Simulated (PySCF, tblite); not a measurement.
# Al2H7O5Si radical, a cluster model of a defect (alumina dimer): infrared bands and EPR parameters

What infrared bands and EPR parameters should one expect for `[OH][Al-]1([OH])[OH+][Al-]([OH])([SiH2])[OH+]1`? It is drawn as: silyl radical.

Computed with tblite 0.8.0 and PySCF 2.14.0; each step states its level. No surroundings beyond the atoms listed, unless a continuum is named. Atoms count from 0, parts from 1.

## 1. Starting point

15 atoms, charge 0, multiplicity 2; geometry: distance geometry start.

## 2. Geometry optimisation with GFN2-xTB

The job: settings as JSON, then the geometry in Å.

```
{"job": {"kind": "relax", "xc": "GFN2-xTB", "basis": "xTB"}, "charge": 0, "multiplicity": 2}
O      0.646943     3.523845     0.376353
Al     0.498410     1.852440     1.123853
O      0.912577     1.751767     2.946739
O     -1.108399     0.985860     0.688322
Al    -0.202052    -0.329741    -0.307606
O     -0.553766    -0.256335    -2.113960
Si    -0.343821    -2.432637     0.640366
O      1.454553     0.536871     0.137723
H      1.270248     3.806454    -0.342002
H      1.320289     0.991256     3.403321
H     -1.712204     1.530721     0.150767
H      0.057564    -0.128619    -2.836682
H      0.344835    -3.474169    -0.022859
H     -0.393877    -2.484791     2.072026
H      2.057999    -0.021234     0.659828
```

Method: GFN2-xTB geometry optimisation, gas phase.

Command:

```console
$ OMP_NUM_THREADS=1 python cluster_run.py task.json out
```

The driver reads the jobs from task.json and runs them one after another.

**Question.** The jobs that follow are: GFN2-xTB harmonic vibrations, gas phase; UKS B3LYP, pcH-1 on Al H O Si, non-relativistic, mean-field spin-orbit, GIAO. Predict: strongest single infrared mode (GFN2-xTB); g(iso) (B3LYP); ⟨S²⟩; largest a(iso).

The runs gave:

| quantity | value |
| --- | --- |
| strongest single infrared mode (GFN2-xTB) | 2112 cm⁻¹ |
| g(iso) (B3LYP) | 2.00457 |
| ⟨S²⟩ | 0.753 (exact 0.75) |
| largest a(iso) | 29Si on Si6, -205.1 MHz |

No mode is imaginary at GFN2-xTB; the softest lies at 38 cm⁻¹. Si6 carries the largest spin population, 1.03 e. The isotropic g lies 2.3 ppt above the free-electron value. A capped cluster stands for the solid here, so long-range fields and strain are missing, and bands or shifts of the capping hydrogens have no counterpart in it.
